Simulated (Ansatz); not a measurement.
**CH₄BFN₂: small, medium and large basis sets**

An exercise on one series of results from a longer session: the logs are not shown, and one member is left open.

The runs use Ansatz 0.2.0, Gaussian basis; one geometry, several basis sets.

The runs, in order: PBE0-D4/def2-SVP; ωB97M-V/def2-SVP; PBE0-D4/def2-QZVPP; ωB97M-V/def2-QZVPP; the functionals' def2-TZVPP values are taken from earlier runs.

## The relaxed structure

An earlier PBE0-D4 in a triple-zeta def2 set relaxation fixed the geometry.

SMILES `FB1NCN1`, 9 atoms, charge 0, spin multiplicity 1.

Atoms are counted from 1 here; the program's logs count them from 0.

Bond lengths: F1–B2 1.323 Å, B2–N3 1.428 Å, B2–N5 1.428 Å, N3–C4 1.464 Å, N3–H6 1.004 Å, C4–N5 1.464 Å, C4–H7 1.095 Å, C4–H8 1.095 Å, N5–H9 1.004 Å. Angles: F1–B2–N3 132.9°, F1–B2–N5 132.9°, N3–B2–N5 94.2°, B2–N3–C4 87.3°, B2–N3–H6 134.0°, C4–N3–H6 123.3°, N3–C4–N5 91.2°, N3–C4–H7 114.1°, N3–C4–H8 113.3°, N5–C4–H7 113.3°, N5–C4–H8 114.1°, H7–C4–H8 110.0°, B2–N5–C4 87.3°, B2–N5–H9 134.0°, C4–N5–H9 123.3°.

As a file:

```
F     1.8813   -0.1136    1.5510
B     0.8643   -0.0547    0.7071
N     0.7604    0.3282   -0.6649
C    -0.6706    0.0343   -0.5665
N    -0.5267   -0.3509    0.8388
H     1.3065    0.1377   -1.4856
H    -1.0029   -0.7885   -1.2089
H    -1.3049    0.9130   -0.7262
H    -1.2191   -0.1520    1.5380
```

The first run:

in.yaml reads:

```yaml
crystal:
  periodic: [false, false, false]
  atoms:
    - {symbol: F, position_ang: [1.881317, -0.113579, 1.550991]}
    - {symbol: B, position_ang: [0.864307, -0.054654, 0.707109]}
    - {symbol: N, position_ang: [0.760438, 0.328193, -0.664941]}
    - {symbol: C, position_ang: [-0.670630, 0.034264, -0.566521]}
    - {symbol: N, position_ang: [-0.526652, -0.350873, 0.838812]}
    - {symbol: H, position_ang: [1.306548, 0.137726, -1.485551]}
    - {symbol: H, position_ang: [-1.002867, -0.788501, -1.208862]}
    - {symbol: H, position_ang: [-1.304882, 0.912992, -0.726160]}
    - {symbol: H, position_ang: [-1.219078, -0.151966, 1.538023]}
basis:
  gaussian: {orbitals: def2-SVP}
hamiltonian: {xc: pbe0, dispersion: d4}
output: {orbitals: {seedname: orbitals}}
```

Started as:

```
ansatz run in.yaml --threads 2 --pin off --events-out ev --progress --plain --max-ram 4352MiB
```

Among the steps run: PBE0-D4 in def2-SVP; ωB97M-V in def2-SVP; PBE0-D4 in def2-QZVPP; ωB97M-V in def2-QZVPP.

One table of the session follows, with a row left open; its other results are not shown here.

It belongs to the step «Density functionals: the series». 

```
functional       basis  HOMO (eV)  LUMO (eV)
   PBE0-D4    def2-SVP      -7.13       1.99
   PBE0-D4  def2-TZVPP      -7.38       1.05
   PBE0-D4  def2-QZVPP      -7.42       0.67
   ωB97M-V    def2-SVP          ?          ?
   ωB97M-V  def2-TZVPP      -9.75       2.28
   ωB97M-V  def2-QZVPP      -9.79       1.70
```

**Question.** Estimate the row for ωB97M-V, def2-SVP.

As computed: HOMO (eV): -9.49; LUMO (eV): 3.59. In the column «HOMO (eV)» it lies between ωB97M-V, def2-TZVPP (-9.75) and PBE0-D4, def2-QZVPP (-7.42).
